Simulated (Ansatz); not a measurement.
# C3H6ClIn: the cost of one run

Method: RKS PBE0-D4/def2-SVP, in Ansatz 0.2.0.

1 further run of the same task is left out (it didn't finish).

## Step 1: The starting structure

Bond lengths: C1–C2 1.319 Å, C2–In3 2.235 Å, In3–C4 2.246 Å, In3–Cl5 2.323 Å, C1–H6 1.084 Å, C1–H7 1.085 Å, C2–H8 1.084 Å, C4–H9 1.089 Å, C4–H10 1.089 Å, C4–H11 1.087 Å. Angles (14 of 15 angles, heavy atoms first): C1–C2–In3 119.9°, C2–In3–C4 135.1°, C2–In3–Cl5 112.4°, C4–In3–Cl5 112.5°, C1–C2–H8 121.4°, In3–C2–H8 118.7°, C2–C1–H6 121.5°, C2–C1–H7 122.6°, In3–C4–H9 108.9°, In3–C4–H10 106.3°, In3–C4–H11 111.7°, H6–C1–H7 115.9°, H9–C4–H10 109.6°, H9–C4–H11 109.8°.

Structure file:

```xyz
11

C     0.0142    2.5659    0.6764
C     0.2978    1.3173    0.9941
In   -0.1103   -0.3234   -0.4670
C     0.0310   -2.5647   -0.4212
Cl   -0.8618    0.4799   -2.5126
H    -0.4142    2.8219   -0.2858
H     0.1937    3.3961    1.3513
H     0.7237    1.0627    1.9577
H    -0.9013   -2.9686   -0.0294
H     0.1628   -2.8844   -1.4533
H     0.8643   -2.9028    0.1896
```

## Step 2: End point A

File input.yaml:

```yaml
crystal:
  periodic: [false, false, false]
  atoms:
    - { symbol: C, position_ang: [0.01421, 2.56589, 0.67642] }
    - { symbol: C, position_ang: [0.29779, 1.31729, 0.99413] }
    - { symbol: In, position_ang: [-0.11033, -0.32336, -0.46696] }
    - { symbol: C, position_ang: [0.03098, -2.56473, -0.42116] }
    - { symbol: Cl, position_ang: [-0.86183, 0.47992, -2.51259] }
    - { symbol: H, position_ang: [-0.41415, 2.8219, -0.28575] }
    - { symbol: H, position_ang: [0.19372, 3.3961, 1.35129] }
    - { symbol: H, position_ang: [0.72373, 1.06272, 1.95772] }
    - { symbol: H, position_ang: [-0.90131, -2.96856, -0.02935] }
    - { symbol: H, position_ang: [0.16283, -2.88439, -1.45333] }
    - { symbol: H, position_ang: [0.86435, -2.90278, 0.18958] }
basis:
  gaussian: { orbitals: def2-SVP }
hamiltonian:
  xc: pbe0
  dispersion: d4
relax:
  f_tol: 0.015
  max_steps: 40
output:
  orbitals: {}
```

The run is started by

```
ansatz run input.yaml --threads 2 --pin off --max-ram 3072MiB --backend cpu --events-out ev --progress --plain --runs-dir out
```

**Question.** How long does this run take on 2 threads of Intel Xeon Platinum 8488C (Sapphire Rapids), shared host, and how much memory does it need?

About 65 s, with a peak of 0.32 GiB.
